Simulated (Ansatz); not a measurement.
# SnH3Br + HF: a complex and its separated parts

The complex below is one end of an elementary step. How strongly is it bound against its free parts?

Program: Ansatz 0.2.0, Gaussian basis. Level of theory: PBE0-D4/def2-TZVP structures, single points in def2-TZVPP, no counterpoise correction. These are calculated values, not measurements.

Levels: SPW92, PBE-D4, BLYP-D4, r2SCAN-D4, B97M-V, PBE0-D4, B3LYP-D4, r2SCAN0-D4, BHLYP-D4, CAM-B3LYP-D4, wB97X-V, wB97M-V, B2PLYP, PBE-QIDH, RPA on PBE, Hartree-Fock, MP2, CCSD, CCSD(T).

Cores are frozen in the correlated methods. Filled d shells of the heavier atoms are correlated. Core potentials replace the inner electrons past krypton, and spin-orbit coupling is left out. B3LYP uses VWN-RPA correlation. B2PLYP carries no dispersion term here.

90 further runs of the same task are left out: 2 that didn't finish, 88 set aside as unsound or not needed.

### Step 1. Where the work starts

The complex: 7 atoms, charge 0, spin multiplicity 1.

Atoms are counted from 1 here; the program's logs count them from 0.

Bond lengths: Sn1–H3 1.694 Å, Sn1–H4 1.698 Å, Sn1–H5 1.698 Å, Sn1–Br7 2.510 Å, F2–H6 0.931 Å. Angles: H3–Sn1–H4 113.9°, H3–Sn1–H5 113.9°, H3–Sn1–Br7 105.5°, H4–Sn1–H5 112.8°, H4–Sn1–Br7 104.8°, H5–Sn1–Br7 104.9°.

As a file:

```mol
BrFH4Sn
  3D, bonds by distance, orders not assigned

  7  5  0  0  0  0  0  0  0  0999 V2000
   -1.0822   -0.2887    0.2272 Sn  0  0
    2.6701   -0.1302   -0.7386 F   0  0
   -0.0322   -1.4916   -0.3377 H   0  0
   -2.3579    0.0643   -0.8364 H   0  0
   -1.6056   -0.5285    1.8246 H   0  0
    2.1197    0.5620   -0.4463 H   0  0
    0.2882    1.8128    0.3072 Br  0  0
  1  3  8  0
  1  4  8  0
  1  5  8  0
  1  7  8  0
  2  6  8  0
M  END
```

Its parts: SnH3Br holds atoms 1, 3, 4, 5, 7; HF holds atoms 2, 6. Each part counts its atoms afresh in its own runs.

### Step 2. Relaxing SnH3Br alone

The input, relax-a/in.yaml:

```yaml
crystal:
  periodic: [false, false, false]
  atoms:
    - {symbol: Sn, position_ang: [-1.082201, -0.288676, 0.227200]}
    - {symbol: H, position_ang: [-0.032240, -1.491643, -0.337719]}
    - {symbol: H, position_ang: [-2.357883, 0.064324, -0.836395]}
    - {symbol: H, position_ang: [-1.605604, -0.528527, 1.824576]}
    - {symbol: Br, position_ang: [0.288187, 1.812771, 0.307191]}
basis:
  gaussian: {orbitals: def2-TZVP}
hamiltonian: {xc: pbe0, dispersion: d4}
relax: {f_tol: 0.005, max_steps: 200}
```

Started as:

```
ansatz run in.yaml --threads 4 --pin off --events-out ev --progress --plain --max-ram 9574MiB
```

The log of the run, cut to the lines that bear on the results:

```text
Functional definition: PBE0
  name "PBE0"
  cite "Adamo & Barone, J. Chem. Phys. 110, 6158 (1999) doi:10.1063/1.478522"
  cite "Perdew, Burke & Ernzerhof, Phys. Rev. Lett. 77, 3865 (1996) doi:10.1103/PhysRevLett.77.3865"
  parent pbe
[...]
1006 factors; their error is unknown
[...]
mean field -75919.37613927 eV, -2789.9856131169 hartree, gradient 4.5e-5 eV, S^2 0.000000; 0 other end points of the search recorded, 0 dependent functions left out
[...]
reference -75919.37617044 eV, -2789.9856142623 hartree; 30, 30 occupied and 86, 86 virtual orbitals, 1006 factors
[...]
reference -75919.38343569 eV, -2789.9858812554 hartree; 30, 30 occupied and 86, 86 virtual orbitals, 1006 factors
Total energy: -75919.45867104 eV, -2789.9886461035 hartree
Atom 0 at    -1.072653    -0.260553     0.230621 Å, force     0.000043     0.000367     0.000070 eV/Å
Atom 1 at    -0.045117    -1.491736    -0.334113 Å, force    -0.000217     0.000496     0.000171 eV/Å
Atom 2 at    -2.358097     0.049966    -0.837926 Å, force     0.000514    -0.000039     0.000364 eV/Å
Atom 3 at    -1.606387    -0.541896     1.820134 Å, force     0.000257     0.000168    -0.000555 eV/Å
Atom 4 at     0.292512     1.812468     0.306137 Å, force    -0.000598    -0.000992    -0.000050 eV/Å
Dipole moment:    -0.267790    -0.406662    -0.014818 e Å
```

Run time: 6.5 s. Hardware: 4 threads of Arm Neoverse V2, shared host.

Relaxation path:

```
step  energy from step 1 (eV)  largest force component (eV/Å)
   1                   0.0000                          0.4134
   2                  -0.0050                          0.1922
   3                  -0.0073                          0.0130
   4                  -0.0073                          0.0010
```

Distances of close pairs at the start and the end, largest changes first:

```
   bond  before (Å)  after (Å)  change (Å)
Sn1–Br5       2.510      2.483      -0.027
 Sn1–H2       1.694      1.700      +0.006
 Sn1–H4       1.698      1.700      +0.002
 Sn1–H3       1.698      1.700      +0.002
```

### Step 3. Relaxing HF alone

The input, relax-b/in.yaml:

```yaml
crystal:
  periodic: [false, false, false]
  atoms:
    - {symbol: F, position_ang: [2.670087, -0.130152, -0.738596]}
    - {symbol: H, position_ang: [2.119653, 0.562003, -0.446258]}
basis:
  gaussian: {orbitals: def2-TZVP}
hamiltonian: {xc: pbe0, dispersion: d4}
relax: {f_tol: 0.005, max_steps: 200}
```

Started as:

```
ansatz run in.yaml --threads 4 --pin off --events-out ev --progress --plain --max-ram 9574MiB
```

The log of the run, cut to the lines that bear on the results:

```text
[... 5 set-up lines as earlier in the session ...]
[...]
200 factors; their error is unknown
[...]
mean field -2731.79788941 eV, -100.3917207568 hartree, gradient 6.9e-6 eV, S^2 0.000000; 0 other end points of the search recorded, 0 dependent functions left out
[...]
reference -2731.80170828 eV, -100.3918610976 hartree; 5, 5 occupied and 32, 32 virtual orbitals, 200 factors
Total energy: -2731.80322155 eV, -100.3919167092 hartree
Atom 0 at     2.666712    -0.125908    -0.736803 Å, force     0.002499    -0.003143    -0.001327 eV/Å
Atom 1 at     2.123028     0.557759    -0.448051 Å, force    -0.002499     0.003143     0.001327 eV/Å
Dipole moment:    -0.236862     0.297847     0.125798 e Å
```

It took 0.35 s on 4 threads of Arm Neoverse V2, shared host.

The steps of the relaxation:

```
step  energy from step 1 (eV)  largest force component (eV/Å)
   1                   0.0000                          0.4916
   2                  -0.0036                          0.1050
   3                  -0.0038                          0.0031
```

The bond:

```
 bond  before (Å)  after (Å)  change (Å)
F1–H2       0.931      0.920      -0.011
```

### Step 4. SPW92/def2-TZVPP

The input, parta/in.yaml:

```yaml
crystal:
  periodic: [false, false, false]
  atoms:
    - {symbol: Sn, position_ang: [-1.072653, -0.260553, 0.230621]}
    - {symbol: H, position_ang: [-0.045117, -1.491736, -0.334113]}
    - {symbol: H, position_ang: [-2.358097, 0.049966, -0.837926]}
    - {symbol: H, position_ang: [-1.606387, -0.541896, 1.820134]}
    - {symbol: Br, position_ang: [0.292512, 1.812468, 0.306137]}
basis:
  gaussian: {orbitals: def2-TZVPP}
hamiltonian: {xc: lda}
```

The input, partb/in.yaml:

```yaml
crystal:
  periodic: [false, false, false]
  atoms:
    - {symbol: F, position_ang: [2.666712, -0.125908, -0.736803]}
    - {symbol: H, position_ang: [2.123028, 0.557759, -0.448051]}
basis:
  gaussian: {orbitals: def2-TZVPP}
hamiltonian: {xc: lda}
```

The same command starts each run, in its folder.

Started as:

```
ansatz run in.yaml --threads 4 --pin off --events-out ev --progress --plain --max-ram 9574MiB
```

parta printed, cut to the lines that bear on the results:

```text
Functional definition: SPW92
  name "SPW92"
  cite "Dirac, Proc. Camb. Phil. Soc. 26, 376 (1930) doi:10.1017/S0305004100016108"
  cite "Slater, Phys. Rev. 81, 385 (1951) doi:10.1103/PhysRev.81.385"
  cite "Perdew & Wang, Phys. Rev. B 45, 13244 (1992) doi:10.1103/PhysRevB.45.13244"
[...]
941 factors; their error is unknown
[...]
mean field -75820.43770045 eV, -2786.3496925532 hartree, gradient 5.9e-5 eV, S^2 0.000000; 0 other end points of the search recorded, 0 dependent functions left out
reference -75820.43773974 eV, -2786.3496939968 hartree; 30, 30 occupied and 110, 110 virtual orbitals, 941 factors
Total energy: -75820.43773974 eV, -2786.3496939968 hartree
```

Log of partb, cut to the lines that bear on the results:

```text
[... 5 set-up lines as earlier in the session ...]
[...]
215 factors; their error is unknown
[...]
mean field -2716.76647070 eV, -99.8393263079 hartree, gradient 3.5e-5 eV, S^2 0.000000; 0 other end points of the search recorded, 0 dependent functions left out
reference -2716.76648178 eV, -99.8393267151 hartree; 5, 5 occupied and 40, 40 virtual orbitals, 215 factors
Total energy: -2716.76648178 eV, -99.8393267151 hartree
```

Times: 0.55 s (parta), 0.1 s (partb) on 4 threads of Arm Neoverse V2, shared host.

### Step 5. PBE-D4/def2-TZVPP

Each input of step 4 (parta, partb) changes in the same lines:

```diff
-hamiltonian: {xc: lda}
+hamiltonian: {xc: pbe, dispersion: d4}
```

The same command starts each run, in its folder.

Started as:

```
ansatz run in.yaml --threads 4 --pin off --events-out ev --progress --plain --max-ram 9574MiB
```

parta printed, cut to the lines that bear on the results:

```text
Functional definition: PBE
  name "PBE"
[... 2 set-up lines as earlier in the session ...]
[...]
941 factors; their error is unknown
[...]
mean field -75916.53762090 eV, -2789.8812994909 hartree, gradient 4.7e-5 eV, S^2 0.000000; 0 other end points of the search recorded, 0 dependent functions left out
reference -75916.53766269 eV, -2789.8813010263 hartree; 30, 30 occupied and 110, 110 virtual orbitals, 941 factors
Total energy: -75916.62633388 eV, -2789.8845596326 hartree
```

Log of partb, cut to the lines that bear on the results:

```text
[... 4 set-up lines as earlier in the session ...]
[...]
215 factors; their error is unknown
[...]
mean field -2731.84355210 eV, -100.3933988298 hartree, gradient 4.7e-5 eV, S^2 0.000000; 0 other end points of the search recorded, 0 dependent functions left out
reference -2731.84356421 eV, -100.3933992747 hartree; 5, 5 occupied and 40, 40 virtual orbitals, 215 factors
Total energy: -2731.84545807 eV, -100.3934688728 hartree
```

They took 0.85 s (parta), 0.1 s (partb) on 4 threads of Arm Neoverse V2, shared host.

### Step 6. BLYP-D4/def2-TZVPP

Each input of step 5 (parta, partb) changes in the same lines:

```diff
-hamiltonian: {xc: pbe, dispersion: d4}
+hamiltonian: {xc: {name: BLYP}, dispersion: d4}
```

One command serves all of them, each in its own folder.

Started as:

```
ansatz run in.yaml --threads 4 --pin off --events-out ev --progress --plain --max-ram 9574MiB
```

parta printed, cut to the lines that bear on the results:

```text
Functional definition: BLYP
  name "BLYP"
  cite "Becke, Phys. Rev. A 38, 3098 (1988) doi:10.1103/PhysRevA.38.3098"
  cite "Lee, Yang & Parr, Phys. Rev. B 37, 785 (1988) doi:10.1103/PhysRevB.37.785"
[...]
941 factors; their error is unknown
[...]
mean field -75926.37373937 eV, -2790.2427701772 hartree, gradient 8.9e-5 eV, S^2 0.000000; 0 other end points of the search recorded, 0 dependent functions left out
reference -75926.37407266 eV, -2790.2427824253 hartree; 30, 30 occupied and 110, 110 virtual orbitals, 941 factors
Total energy: -75926.56139981 eV, -2790.2496665713 hartree
```

partb printed, cut to the lines that bear on the results:

```text
[... 4 set-up lines as earlier in the session ...]
[...]
215 factors; their error is unknown
[...]
mean field -2734.23789078 eV, -100.4813891532 hartree, gradient 3.9e-5 eV, S^2 0.000000; 0 other end points of the search recorded, 0 dependent functions left out
reference -2734.23801439 eV, -100.4813936956 hartree; 5, 5 occupied and 40, 40 virtual orbitals, 215 factors
Total energy: -2734.24259632 eV, -100.4815620785 hartree
```

They took 0.9 s (parta), 0.1 s (partb) on 4 threads of Arm Neoverse V2, shared host.

### Step 7. r2SCAN-D4/def2-TZVPP

Each input of step 6 (parta, partb) changes in the same lines:

```diff
-hamiltonian: {xc: {name: BLYP}, dispersion: d4}
+hamiltonian: {xc: r2scan, dispersion: d4}
```

One command serves all of them, each in its own folder.

Started as:

```
ansatz run in.yaml --threads 4 --pin off --events-out ev --progress --plain --max-ram 9574MiB
```

Output in parta, cut to the lines that bear on the results:

```text
Functional definition: r2SCAN
  name "r2SCAN"
  cite "Furness, Kaplan, Ning, Perdew & Sun, J. Phys. Chem. Lett. 11, 8208 (2020) doi:10.1021/acs.jpclett.0c02405"
  cite "Furness, Kaplan, Ning, Perdew & Sun, J. Phys. Chem. Lett. 11, 9248 (2020) doi:10.1021/acs.jpclett.0c03077"
  parent r2scan
[...]
941 factors; their error is unknown
[...]
mean field -75929.16830377 eV, -2790.3454685249 hartree, gradient 3.3e-5 eV, S^2 0.000000; 0 other end points of the search recorded, 0 dependent functions left out
reference -75929.16831606 eV, -2790.3454689764 hartree; 30, 30 occupied and 110, 110 virtual orbitals, 941 factors
Total energy: -75929.18701365 eV, -2790.3461561002 hartree
```

partb printed, cut to the lines that bear on the results:

```text
[... 5 set-up lines as earlier in the session ...]
[...]
215 factors; their error is unknown
[...]
mean field -2733.29261542 eV, -100.4466509245 hartree, gradient 6.5e-6 eV, S^2 0.000000; 0 other end points of the search recorded, 0 dependent functions left out
reference -2733.29261860 eV, -100.4466510414 hartree; 5, 5 occupied and 40, 40 virtual orbitals, 215 factors
Total energy: -2733.29307613 eV, -100.4466678552 hartree
```

They took 1.9 s (parta), 0.35 s (partb) on 4 threads of Arm Neoverse V2, shared host.

### Step 8. B97M-V/def2-TZVPP

The same edit goes into each in.yaml of step 7 (parta, partb):

```diff
-hamiltonian: {xc: r2scan, dispersion: d4}
+hamiltonian: {xc: {name: B97M-V}}
```

One command serves all of them, each in its own folder.

Started as:

```
ansatz run in.yaml --threads 4 --pin off --events-out ev --progress --plain --max-ram 9574MiB
```

Log of parta, cut to the lines that bear on the results:

```text
Functional definition: B97M-V
  name "B97M-V"
  cite "Mardirossian & Head-Gordon, J. Chem. Phys. 142, 074111 (2015) doi:10.1063/1.4907719"
  cite "Becke, J. Chem. Phys. 107, 8554 (1997) doi:10.1063/1.475007"
  cite "Vydrov & Van Voorhis, J. Chem. Phys. 133, 244103 (2010) doi:10.1063/1.3521275"
  # Of w^i u^j: cxij and so on, Table III.
[...]
  gx(w, u) = cx00 + cx01*u + cx02*u^2 + (cx10 + cx11*u)*w
[...]
  gos(w, u) = cos00 + cos01*u + cos03*u^3 + cos10*w + cos32*w^3*u^2
[...]
      + integral(e_c_pw_mod_opposite_spin*gos(b97_w_opposite, b97_u_opposite)) + vv10(b, c)
941 factors; their error is unknown
[...]
mean field -75915.02588170 eV, -2789.8257440999 hartree, gradient 7.4e-5 eV, S^2 0.000000; 0 other end points of the search recorded, 0 dependent functions left out
reference -75915.02594329 eV, -2789.8257463633 hartree; 30, 30 occupied and 110, 110 virtual orbitals, 941 factors
Total energy: -75915.02594329 eV, -2789.8257463633 hartree
```

Log of partb, cut to the lines that bear on the results:

```text
[... 5 set-up lines as earlier in the session ...]
  # Of w^i u^j: cxij and so on, Table III.
[...]
  gx(w, u) = cx00 + cx01*u + cx02*u^2 + (cx10 + cx11*u)*w
[...]
  gos(w, u) = cos00 + cos01*u + cos03*u^3 + cos10*w + cos32*w^3*u^2
[...]
      + integral(e_c_pw_mod_opposite_spin*gos(b97_w_opposite, b97_u_opposite)) + vv10(b, c)
215 factors; their error is unknown
[...]
mean field -2733.38838894 eV, -100.4501705364 hartree, gradient 2.3e-5 eV, S^2 0.000000; 0 other end points of the search recorded, 0 dependent functions left out
reference -2733.38840666 eV, -100.4501711874 hartree; 5, 5 occupied and 40, 40 virtual orbitals, 215 factors
Total energy: -2733.38840666 eV, -100.4501711874 hartree
```

Times: 3.6 s (parta), 0.25 s (partb) on 4 threads of Arm Neoverse V2, shared host.

### Step 9. PBE0-D4/def2-TZVPP

The same edit goes into each in.yaml of step 8 (parta, partb):

```diff
-hamiltonian: {xc: {name: B97M-V}}
+hamiltonian: {xc: pbe0, dispersion: d4}
+output: {orbitals: {seedname: orbitals}}
```

Each run has its own folder and the same command.

Started as:

```
ansatz run in.yaml --threads 4 --pin off --events-out ev --progress --plain --max-ram 9574MiB
```

Output in parta, cut to the lines that bear on the results:

```text
[... 5 set-up lines as earlier in the session ...]
[...]
1051 factors; their error is unknown
[...]
mean field -75919.39782982 eV, -2789.9864102299 hartree, gradient 1.0e-5 eV, S^2 0.000000; 0 other end points of the search recorded, 0 dependent functions left out
reference -75919.39785978 eV, -2789.9864113309 hartree; 30, 30 occupied and 110, 110 virtual orbitals, 1051 factors
Total energy: -75919.47309513 eV, -2789.9891761790 hartree
```

partb printed, cut to the lines that bear on the results:

```text
[... 5 set-up lines as earlier in the session ...]
[...]
215 factors; their error is unknown
[...]
mean field -2731.86112699 eV, -100.3940446950 hartree, gradient 4.0e-5 eV, S^2 0.000000; 0 other end points of the search recorded, 0 dependent functions left out
reference -2731.86113570 eV, -100.3940450152 hartree; 5, 5 occupied and 40, 40 virtual orbitals, 215 factors
Total energy: -2731.86264898 eV, -100.3941006268 hartree
```

Times: 1.1 s (parta), 0.1 s (partb) on 4 threads of Arm Neoverse V2, shared host.

### Step 10. B3LYP-D4/def2-TZVPP

Each input of step 9 (parta, partb) changes in the same lines:

```diff
-hamiltonian: {xc: pbe0, dispersion: d4}
-output: {orbitals: {seedname: orbitals}}
+hamiltonian: {xc: {name: B3LYP}, dispersion: d4}
```

Each run has its own folder and the same command.

Started as:

```
ansatz run in.yaml --threads 4 --pin off --events-out ev --progress --plain --max-ram 9574MiB
```

Log of parta, cut to the lines that bear on the results:

```text
Functional definition: B3LYP
  name "B3LYP"
  cite "Stephens, Devlin, Chabalowski & Frisch, J. Phys. Chem. 98, 11623 (1994) doi:10.1021/j100096a001"
[... 2 set-up lines as earlier in the session ...]
  cite "Vosko, Wilk & Nusair, Can. J. Phys. 58, 1200 (1980) doi:10.1139/p80-159"
[...]
1022 factors; their error is unknown
[...]
mean field -75930.32798622 eV, -2790.3880860689 hartree, gradient 1.4e-5 eV, S^2 0.000000; 0 other end points of the search recorded, 0 dependent functions left out
reference -75930.32823083 eV, -2790.3880950579 hartree; 30, 30 occupied and 110, 110 virtual orbitals, 1022 factors
Total energy: -75930.47433176 eV, -2790.3934641681 hartree
```

Output in partb, cut to the lines that bear on the results:

```text
[... 6 set-up lines as earlier in the session ...]
[...]
215 factors; their error is unknown
[...]
mean field -2734.54625177 eV, -100.4927212105 hartree, gradient 1.9e-5 eV, S^2 0.000000; 0 other end points of the search recorded, 0 dependent functions left out
reference -2734.54634260 eV, -100.4927245486 hartree; 5, 5 occupied and 40, 40 virtual orbitals, 215 factors
Total energy: -2734.54933227 eV, -100.4928344170 hartree
```

Times: 1.2 s (parta), 0.15 s (partb) on 4 threads of Arm Neoverse V2, shared host.

### Step 11. r2SCAN0-D4/def2-TZVPP

Each input of step 10 (parta, partb) changes in the same lines:

```diff
-hamiltonian: {xc: {name: B3LYP}, dispersion: d4}
+hamiltonian: {xc: {name: r2SCAN0}, dispersion: d4}
```

The same command starts each run, in its folder.

Started as:

```
ansatz run in.yaml --threads 4 --pin off --events-out ev --progress --plain --max-ram 9574MiB
```

Output in parta, cut to the lines that bear on the results:

```text
Functional definition: r2SCAN0
  name "r2SCAN0"
  cite "Bursch, Neugebauer, Ehlert & Grimme, J. Chem. Phys. 156, 134105 (2022) doi:10.1063/5.0086040"
[... 3 set-up lines as earlier in the session ...]
[...]
1051 factors; their error is unknown
[...]
mean field -75928.41161290 eV, -2790.3176606484 hartree, gradient 1.9e-5 eV, S^2 0.000000; 0 other end points of the search recorded, 0 dependent functions left out
reference -75928.41162257 eV, -2790.3176610034 hartree; 30, 30 occupied and 110, 110 virtual orbitals, 1051 factors
Total energy: -75928.43502696 eV, -2790.3185210989 hartree
```

Log of partb, cut to the lines that bear on the results:

```text
[... 6 set-up lines as earlier in the session ...]
[...]
215 factors; their error is unknown
[...]
mean field -2732.94548991 eV, -100.4338942970 hartree, gradient 6.6e-5 eV, S^2 0.000000; 0 other end points of the search recorded, 0 dependent functions left out
reference -2732.94549237 eV, -100.4338943875 hartree; 5, 5 occupied and 40, 40 virtual orbitals, 215 factors
Total energy: -2732.94599433 eV, -100.4339128344 hartree
```

They took 2.1 s (parta), 0.35 s (partb) on 4 threads of Arm Neoverse V2, shared host.

### Step 12. BHLYP-D4/def2-TZVPP

Each input of step 11 (parta, partb) changes in the same lines:

```diff
-hamiltonian: {xc: {name: r2SCAN0}, dispersion: d4}
+hamiltonian: {xc: {name: BHLYP}, dispersion: d4}
```

Each run has its own folder and the same command.

Started as:

```
ansatz run in.yaml --threads 4 --pin off --events-out ev --progress --plain --max-ram 9574MiB
```

Output in parta, cut to the lines that bear on the results:

```text
Functional definition: BHLYP
  name "BHLYP"
  cite "Becke, J. Chem. Phys. 98, 1372 (1993) doi:10.1063/1.464304"
[... 2 set-up lines as earlier in the session ...]
[...]
1116 factors; their error is unknown
[...]
mean field -75925.27187115 eV, -2790.2022772671 hartree, gradient 2.8e-5 eV, S^2 0.000000; 0 other end points of the search recorded, 0 dependent functions left out
reference -75925.27203382 eV, -2790.2022832449 hartree; 30, 30 occupied and 110, 110 virtual orbitals, 1116 factors
Total energy: -75925.41191760 eV, -2790.2074238792 hartree
```

partb printed, cut to the lines that bear on the results:

```text
[... 5 set-up lines as earlier in the session ...]
[...]
234 factors; their error is unknown
[...]
mean field -2733.43317640 eV, -100.4518164453 hartree, gradient 1.2e-5 eV, S^2 0.000000; 0 other end points of the search recorded, 0 dependent functions left out
reference -2733.43323693 eV, -100.4518186698 hartree; 5, 5 occupied and 40, 40 virtual orbitals, 234 factors
Total energy: -2733.43496488 eV, -100.4518821705 hartree
```

Wall times: 1.2 s (parta), 0.15 s (partb) on 4 threads of Arm Neoverse V2, shared host.

[end of part 1 of 2]
